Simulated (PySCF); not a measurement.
# C₂H₅GaS₂: electronic excitations and core binding energies

Wanted: the electronic excitations and core binding energies of C₂H₅GaS₂ (`C1C[S][GaH][S]1`), by calculation.

The runs use PySCF 2.14.0, with density-fitted response routines of our own; the level of theory stands in each step. All values are computed, except where a source is named. Atoms are numbered from 0 throughout.

### 1 Starting geometry

10 atoms, charge 0, multiplicity 1; geometry from: GFN2-xTB.

Bonds of the start (Å): C0–C1 1.52, C1–S2 1.85, S2–Ga3 2.24, Ga3–S4 2.24, S4–C0 1.85, C0–H5 1.09, C0–H6 1.09, C1–H7 1.09, C1–H8 1.09, Ga3–H9 1.57.

### 2 Ultraviolet spectrum: CAM-B3LYP/def2-SVPD

Job settings and geometry (Å):

```
{"job": {"kind": "uv", "xc": "CAM-B3LYP", "basis": "def2-SVPD", "nstates": 8, "ntriplets": 3}, "charge": 0, "multiplicity": 1}
C     -0.764154    -0.826435    -0.173114
C     -0.890533     0.687087    -0.241418
S      0.498118     1.510259    -1.142987
Ga     1.991222     0.168161    -0.142158
S      0.699451    -1.408696     0.794519
H     -0.706758    -1.258223    -1.174366
H     -1.631071    -1.237395     0.344056
H     -1.789714     0.947771    -0.799437
H     -0.953929     1.118646     0.759734
H      3.556250     0.303480    -0.100198
```

With the program's defaults for keys left out, this is: TDDFT CAM-B3LYP/def2-SVPD, vertical, gas phase, core orbitals frozen in the response.

Started as:

```console
$ OMP_NUM_THREADS=1 python probes_run.py task.json out
```

One launch serves the whole session: the jobs run in the order shown.

What it wrote:

```text
coarse grid: 42768 points
cycle   1  E = -2800.0048319645  dE = -1.563e-02  |g| = 5.705e-01  |ddm| = 3.947e+00
cycle   2  E = -2799.9993267734  dE =  5.505e-03  |g| = 6.788e-01  |ddm| = 1.478e+00
cycle   3  E = -2800.0700265976  dE = -7.070e-02  |g| = 3.132e-02  |ddm| = 7.732e-01
cycle   4  E = -2800.0703235289  dE = -2.969e-04  |g| = 1.454e-02  |ddm| = 9.383e-02
cycle   5  E = -2800.0703959796  dE = -7.245e-05  |g| = 3.255e-03  |ddm| = 3.289e-02
cycle   6  E = -2800.0703998373  dE = -3.858e-06  |g| = 7.876e-04  |ddm| = 8.548e-03
final grid: 86064 points
cycle   7  E = -2800.0704220286  dE = -2.523e-07  |g| = 5.497e-04  |ddm| = 3.599e-03
cycle   8  E = -2800.0704220709  dE = -4.232e-08  |g| = 4.460e-04  |ddm| = 1.925e-03
cycle   9  E = -2800.0704221351  dE = -6.424e-08  |g| = 7.696e-05  |ddm| = 8.269e-04
cycle  10  E = -2800.0704221363  dE = -1.165e-09  |g| = 2.673e-05  |ddm| = 1.156e-04
cycle  11  E = -2800.0704221366  dE = -2.860e-10  |g| = 6.543e-06  |ddm| = 7.511e-05
converged SCF energy = -2800.0704221366

Static polarisability (au): isotropic 92.029, principal 70.138 102.046 103.903

Singlet excitations
state   eV       nm        f      main configurations
  1   4.8254    256.9   0.02512   H->L 0.94
  2   5.1599    240.3   0.00321   H->L+1 0.88
  3   5.4678    226.8   0.03198   H-1->L 0.92
  4   5.6724    218.6   0.00102   H-2->L 0.94
  5   5.7288    216.4   0.02307   H-1->L+1 0.79
  6   6.1029    203.2   0.00115   H->L+4 0.49, H-1->L+3 0.18, H->L+2 0.15
  7   6.1248    202.4   0.02332   H->L+3 0.41, H-3->L 0.30, H-1->L+4 0.12
  8   6.2678    197.8   0.02699   H-3->L 0.65, H->L+3 0.22

Triplet excitations (Tamm-Dancoff, eV): 4.2970 4.7252 4.8405
```

Wall time 53 s (1 thread of Arm Neoverse N1, shared host); peak memory 0.73 GiB.

Frontier orbitals and where they lie:

```tsv
orbital	eV	atoms
HOMO−3	-10.08	Ga3 22 %, S2 19 %, S4 19 %
HOMO−2	-9.41	S4 38 %, S2 38 %, Ga3 16 %
HOMO−1	-8.80	S2 36 %, S4 36 %, Ga3 11 %
HOMO	-8.22	S4 38 %, S2 38 %, C0 7 %
LUMO	-0.40	Ga3 54 %, S2 16 %, S4 16 %
LUMO+1	0.29	Ga3 30 %, S2 24 %, S4 24 %
LUMO+2	0.88	Ga3 60 %, S2 12 %, S4 12 %
```

With each of the 8 states as a Gaussian band of 0.4 eV half-width at 1/e, the curve within the window shown has maxima at 206 nm (ε 2,400) L/(mol cm). Beyond the last state computed it falls off for lack of states. The curve at chosen wavelengths:

```
 nm  ε (L/mol/cm)
189           924
193          1520
197          2041
201          2344
206          2434
210          2411
214          2398
218          2392
222          2344
226          2217
231          1960
235          1734
239          1543
243          1412
247          1334
251          1283
256          1209
260          1117
264           991
268           841
272           681
276           528
281           362
285           256
289           175
293           116
```

Leading natural transition orbitals of singlet state 3: the hole lies on S2, S4 about 38 % each; Ga3 11 %; the particle on Ga3 55 %; H9 20 %; S2, S4 about 9 % each.

Leading natural transition orbitals of singlet state 1: the hole lies on S2, S4 about 42 % each; the particle on Ga3 55 %; H9 18 %; S2, S4 about 10 % each.

Further results of this job:

```tsv
property	computed
dipole moment (D)	0.74
polarisability (Å³)	13.64
HOMO–LUMO gap (eV)	7.82
−ε(HOMO) (eV)	8.22
```

Orbitals, density, ELF and potential are computed afterwards from the orbital file.

Frontier orbitals at CAM-B3LYP/def2-SVPD, with the share of their density that lies nearest to each atom:

```tsv
orbital	energy (eV)	lies on
HOMO	-8.22	S2, S4 about 42 % each
LUMO	-0.40	Ga3 52 %; H9 23 %; S2, S4 about 9 % each
```

ELF in a plane through or near 6 of the atoms.

Values, 10 rows by 14 columns:
```
0.00 0.00 0.00 0.00 0.00 0.00 0.01 0.00 0.00 0.00 0.00 0.00 0.00 0.00
0.00 0.00 0.00 0.00 0.00 0.32 0.68 0.37 0.00 0.00 0.00 0.00 0.00 0.00
0.00 0.00 0.00 0.00 0.06 0.70 0.94 0.66 0.03 0.18 0.00 0.00 0.00 0.00
0.00 0.00 0.13 0.16 0.13 0.76 0.23 0.74 0.65 0.99 0.39 0.00 0.00 0.00
0.00 0.03 0.99 0.98 0.19 0.15 0.55 0.69 0.29 0.91 0.15 0.00 0.00 0.00
0.00 0.12 1.00 1.00 0.31 0.61 0.19 0.62 0.64 0.23 0.01 0.00 0.00 0.00
0.00 0.00 0.79 0.79 0.22 0.60 0.53 0.87 0.69 0.99 0.46 0.00 0.00 0.00
0.00 0.00 0.00 0.01 0.08 0.75 0.64 0.63 0.16 0.88 0.07 0.00 0.00 0.00
0.00 0.00 0.00 0.00 0.03 0.58 0.87 0.57 0.02 0.00 0.00 0.00 0.00 0.00
0.00 0.00 0.00 0.00 0.00 0.04 0.24 0.07 0.00 0.00 0.00 0.00 0.00 0.00
```
The map spans 12.3 Å across and 8.5 Å up, centred on the molecule. Atoms in the plane (x, y in Å): C0 (0.8, -0.7), C1 (0.8, 0.7), Ga3 (-2.0, 0.0), H6 (1.7, -1.2), H7 (1.7, 1.2), H9 (-3.6, 0.0).

log10 of the density (e/Å³) in the same plane.

Ten even steps from '0' (-4.0) to '9' (1.6):
```
0000000000111111000000000000
0000000011233322100000000000
0000000112344433210000000000
0000000123455544322100000000
0000011234566654433210000000
0001122344577765554321000000
0011233445677766665432000000
0012344555677777776532100000
0123455667666678876432000000
0123567689965667765431000000
0123567689965667765431000000
0123455667766678876432000000
0012344555677777776532100000
0011233445677766665432000000
0001122344577765554321000000
0000011234566654433210000000
0000000123455544322100000000
0000000012344433210000000000
0000000011233322100000000000
0000000000112211000000000000
```
The map spans 12.3 Å across and 8.5 Å up, centred on the molecule. Atoms in the plane (x, y in Å): C0 (0.8, -0.7), C1 (0.8, 0.7), Ga3 (-2.0, 0.0), H6 (1.7, -1.2), H7 (1.7, 1.2), H9 (-3.6, 0.0).

On the surface of density 0.002 e/bohr³ the electrostatic potential runs, from the 1st to the 99th percentile, from -0.81 V near S2 to 2.09 V near Ga3.

### 3 Core-electron binding energies: SCAN, X2C

Same as in step 2 but for these lines:

```diff
@@ -1,2 +1,2 @@
-{"job": {"kind": "uv", "xc": "CAM-B3LYP", "basis": "def2-SVPD", "nstates": 8, "ntriplets": 3}, "charge": 0, "multiplicity": 1}
+{"job": {"kind": "xps"}, "charge": 0, "multiplicity": 1}
 C     -0.764154    -0.826435    -0.173114
```

Method: delta-SCF UKS SCAN, pcX-2 on the ionised atom, pcseg-1 elsewhere, spin-free X2C.

What it wrote:

```text
ground state, core basis on atom 0 (C), 147 functions
  cycle   1  E = -2817.26665918  |g| = 3.95e-01
  cycle   2  E = -2817.16342594  |g| = 6.60e-01
  cycle   3  E = -2817.31412060  |g| = 9.01e-02
  cycle   4  E = -2817.31754220  |g| = 2.51e-02
  cycle   5  E = -2817.31774884  |g| = 7.82e-03
  cycle   6  E = -2817.31776469  |g| = 2.54e-03
  cycle   7  E = -2817.31776881  |g| = 1.20e-03
  cycle   8  E = -2817.31776841  |g| = 3.33e-04
  E(ground) = -2817.60733518 Eh
hole in C 1s of atom 0
  cycle   1  E = -2806.01994471  |g| = 1.51e+00
  cycle   2  E = -2804.29450721  |g| = 2.33e+00
  cycle   3  E = -2806.40220963  |g| = 5.50e-01
  cycle   4  E = -2806.44517268  |g| = 4.63e-01
  cycle   5  E = -2806.59453373  |g| = 1.21e-01
  cycle   6  E = -2806.60208280  |g| = 5.10e-02
  cycle   7  E = -2806.60393401  |g| = 1.42e-02
  cycle   8  E = -2806.60406688  |g| = 5.43e-03
  cycle   9  E = -2806.60409653  |g| = 2.61e-03
  cycle  10  E = -2806.60410595  |g| = 1.62e-03
  cycle  11  E = -2806.60411024  |g| = 8.08e-04
  cycle  12  E = -2806.60410883  |g| = 2.86e-04
  E(ion) = -2806.89465458 Eh   <S^2> = 0.7792   hole on atom = 1.000   binding energy = 291.507 eV
ground state, core basis on atom 2 (S), 158 functions
  cycle   1  E = -2817.46341944  |g| = 4.05e-01
  cycle   2  E = -2817.46286029  |g| = 5.59e-02
  cycle   3  E = -2817.46038894  |g| = 1.05e-01
  cycle   4  E = -2817.46385666  |g| = 6.78e-03
  cycle   5  E = -2817.46386022  |g| = 4.83e-03
  cycle   6  E = -2817.46386580  |g| = 4.93e-04
  E(ground) = -2817.73934162 Eh
hole in S 1s of atom 2
  cycle   1  E = -2725.22548701  |g| = 5.08e+00
  cycle   2  E = -2723.63745707  |g| = 2.63e+00
  cycle   3  E = -2714.87398033  |g| = 3.08e+00
  cycle   4  E = -2726.39654697  |g| = 3.26e-01
  cycle   5  E = -2726.28911244  |g| = 5.13e-01
  cycle   6  E = -2726.46031518  |g| = 6.75e-02
  cycle   7  E = -2726.46276974  |g| = 3.75e-02
  cycle   8  E = -2726.46356872  |g| = 1.21e-02
  cycle   9  E = -2726.46366265  |g| = 2.61e-03
  cycle  10  E = -2726.46366471  |g| = 6.75e-04
  cycle  11  E = -2726.46366276  |g| = 1.97e-04
  E(ion) = -2726.73109246 Eh   <S^2> = 0.7515   hole on atom = 1.000   binding energy = 2476.461 eV
hole in S 2p of atom 2
  cycle   1  E = -2810.78612339  |g| = 1.53e+00
  cycle   2  E = -2808.89915732  |g| = 1.88e+00
  cycle   3  E = -2810.38176786  |g| = 1.10e+00
  cycle   4  E = -2811.22233185  |g| = 1.91e-01
  cycle   5  E = -2811.23800040  |g| = 1.23e-01
  cycle   6  E = -2811.24579983  |g| = 5.07e-02
  cycle   7  E = -2811.24730558  |g| = 1.92e-02
  cycle   8  E = -2811.24755294  |g| = 3.35e-03
  cycle   9  E = -2811.24755848  |g| = 1.78e-03
  cycle  10  E = -2811.24756089  |g| = 7.87e-04
  cycle  11  E = -2811.24756126  |g| = 3.22e-04
  E(ion) = -2811.53103467 Eh   <S^2> = 0.7537   hole on atom = 1.001   binding energy = 168.937 eV
  2p3/2 = 168.656 eV   2p1/2 = 169.896 eV
```

Wall time 48 s (1 thread of Arm Neoverse N1, shared host); peak memory 0.67 GiB.

The holes in one table. −ε is the ground-state orbital energy:

```tsv
hole	stands for	environment	ΔSCF (eV; 2p as the shell's mean)	−ε (eV)	⟨S²⟩
C1s on C0	C0, C1	sp3 CH2 bonded to S	291.51	275.1	0.779
S1s on S2	S2, S4	sulfur bonded to C, Ga, in a 5-membered ring	2476.46	2415.0	0.751
S2p on S2	S2, S4	sulfur bonded to C, Ga, in a 5-membered ring	169.07	158.0	0.754
```

Each hole run stands for the others of its class of like atoms.

With the spin-orbit splitting: S2 2p3/2 168.66, 2p1/2 169.90 eV. The table gives each 2p level as the mean over the whole 2p shell (two parts 2p3/2, one part 2p1/2), which differs a little from the single hole in the log.

### 4 Results

| quantity | value |
| --- | --- |
| lowest singlet (CAM-B3LYP/def2-SVPD) | 4.83 eV (257 nm), f = 0.025 |
| brightest single state of those computed | state 3, 5.47 eV, f = 0.032 |
| lowest triplet | 4.30 eV |
| surface potential, 1st and 99th percentile | -0.81 V and 2.09 V |
| C1s binding energies, SCAN/pcX-2 | C0 291.51 eV |
| S1s binding energies, SCAN/pcX-2 | S2 2476.46 eV |
| S2p binding energies, SCAN/pcX-2 | S2 169.07 eV |

The first singlet state (HOMO→LUMO 0.94) lies at 4.83 eV and is weak; of the 8 states computed, the strongest absorption comes from state 3 at 5.47 eV. The lowest triplet lies 0.53 eV below the lowest singlet (triplets in Tamm-Dancoff, singlets in full TDDFT). By nearest atom (CAM-B3LYP/def2-SVPD), the HOMO sits on S2, S4 about 42 % each and the LUMO on Ga3 52 %; H9 23 %.
